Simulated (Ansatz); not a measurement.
# CH2I: the cost of one run

Program: Ansatz 0.2.0. Level of theory: the levels named in each step. These are calculated values, not measurements.

**1. The structure to begin with**

Bond lengths: C1–I2 1.978 Å, C1–H3 1.092 Å, C1–H4 1.092 Å. Angles: I2–C1–H3 120.2°, I2–C1–H4 120.2°, H3–C1–H4 119.6°.

As a file:

```xyz
4

C    -1.7452    0.0802    0.3031
I     0.2015   -0.0092   -0.0350
H    -2.3415    0.8858   -0.1310
H    -2.2298   -0.6758    0.9250
```

**2. A rough first relaxation, PBE-D4/def2-SVP**

This run stands in another session on the same molecule. It ended at:

```xyz
4

C    -1.7418    0.0787    0.3007
I     0.1900   -0.0085   -0.0326
H    -2.3386    0.9008   -0.1409
H    -2.2248   -0.6902    0.9350
```

**3. Relaxation, HF/def2-SVP**

input.yaml reads:

```yaml
crystal:
  periodic: [false, false, false]
  atoms:
    - { symbol: C, position_ang: [-1.74184379, 0.07874877, 0.30065946] }
    - { symbol: I, position_ang: [0.19003023, -0.0084694, -0.03263835] }
    - { symbol: H, position_ang: [-2.33856126, 0.90078209, -0.14090556] }
    - { symbol: H, position_ang: [-2.22477517, -0.69017145, 0.93495444] }
total_charge: 1
basis:
  gaussian: { orbitals: def2-SVP }
hamiltonian:
  xc: hf
relax:
  f_tol: 0.002
  max_steps: 150
```

Launch:

```
$ ansatz run input.yaml --threads 2 --pin off --max-ram 5120MiB --backend cpu --events-out ev --progress --plain --runs-dir out
```

What time and memory should one allow on 2 threads of AMD EPYC 7R13 (Zen 3), shared host?

About 7.1 s, with a peak of 0.11 GiB.
